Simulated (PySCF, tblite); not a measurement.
# C₂H₈O₂SSi₂: geometry, infrared bands and NMR shifts

Wanted: the infrared bands and NMR shifts of C₂H₈O₂SSi₂ (`[SiH3]O[C@H]1CO[SiH2]S1`), by calculation.

Computed with tblite 0.8.0 and PySCF 2.14.0, with density-fitted response routines of our own, on a single molecule in the gas phase. Atoms are numbered from 0 throughout.

## 1. The starting structure

15 atoms, charge 0, multiplicity 1; geometry from: force field or distance geometry start.

Bonds of the start (Å): Si0–O1 1.71, O1–C2 1.40, C2–C3 1.43, C3–O4 1.33, O4–Si5 1.69, Si5–S6 2.15, S6–C2 1.83, Si0–H7 1.49, Si0–H8 1.46, Si0–H9 1.48, C2–H10 1.13, C3–H11 1.14, C3–H12 1.11, Si5–H13 1.46, Si5–H14 1.45.

## 2. Relaxing the molecule with GFN2-xTB

The job: settings as JSON, then the geometry in Å.

```
{"job": {"kind": "relax", "xc": "GFN2-xTB", "basis": "xTB"}, "charge": 0, "multiplicity": 1}
Si    -2.593800    -0.363600     0.153600
O     -1.363200    -0.329900    -1.027200
C     -0.163800     0.044900    -0.413400
C      0.908500    -0.901900    -0.503800
O      2.074800    -0.502800    -1.010000
Si     2.414400     1.115400    -0.670000
S      0.364200     1.718300    -0.942300
H     -3.135100     1.024300     0.250700
H     -2.076700    -0.683000     1.485200
H     -3.715600    -1.248300    -0.219200
H     -0.446400     0.214200     0.666900
H      1.121500    -1.295400     0.540900
H      0.556500    -1.805800    -1.045700
H      2.710300     1.226800     0.757800
H      3.340100     1.794700    -1.551100
```

The run is started by

```sh
$ OMP_NUM_THREADS=1 python probes_run.py task.json out
```

One launch serves the whole session: the jobs run in the order shown.

**Question.** This job is followed by: GFN2-xTB harmonic vibrations, gas phase; GIAO PBE0/pcSseg-1 NMR shielding, non-relativistic, gas phase. Predict these results of the whole session: strongest single infrared mode (GFN2-xTB); zero-point energy (GFN2-xTB); 13C shifts against TMS (PBE0/pcSseg-1); 1H shifts against TMS (PBE0/pcSseg-1, means over atoms taken as alike); 29Si shifts against TMS (PBE0/pcSseg-1); 17O shifts against H2O (PBE0/pcSseg-1); 33S shifts against CS2 (PBE0/pcSseg-1).

As calculated:

| quantity | value |
| --- | --- |
| strongest single infrared mode (GFN2-xTB) | 2348 cm⁻¹, 346 km/mol |
| zero-point energy (GFN2-xTB) | 60.4 kcal/mol |
| 13C shifts against TMS (PBE0/pcSseg-1) | 87.8, 75.8 ppm |
| 1H shifts against TMS (PBE0/pcSseg-1, means over atoms taken as alike) | 5.94, 5.84, 5.53, 4.96, 4.46, 3.62 ppm |
| 29Si shifts against TMS (PBE0/pcSseg-1) | 8.5, -33.5 ppm |
| 17O shifts against H2O (PBE0/pcSseg-1) | 41.7, 30.7 ppm |
| 33S shifts against CS2 (PBE0/pcSseg-1) | -118 ppm |

The optimisation took 134 steps and gained 1.232 eV; among the close pairs (by a distance rule), C2–C3 changed most, from 1.433 to 1.530 Å. All 39 modes are real, so the xTB geometry is a minimum. GFN2-xTB is a fitted tight-binding method: band positions and strengths are rough. Its intensities can rank the bands wrongly. The most deshielded carbon is C2 (sp3 CH bonded to O and S), at 87.8 ppm: deshielded by the electronegative neighbour. The most deshielded hydrogen is H10 (hydrogen on an sp3 CH bonded to O and S), at 5.94 ppm: its carbon carries O, hence the downfield position. At PBE0/pcSseg-1: The largest span, 450 ppm, is at S6, where the paramagnetic term is -439 ppm.
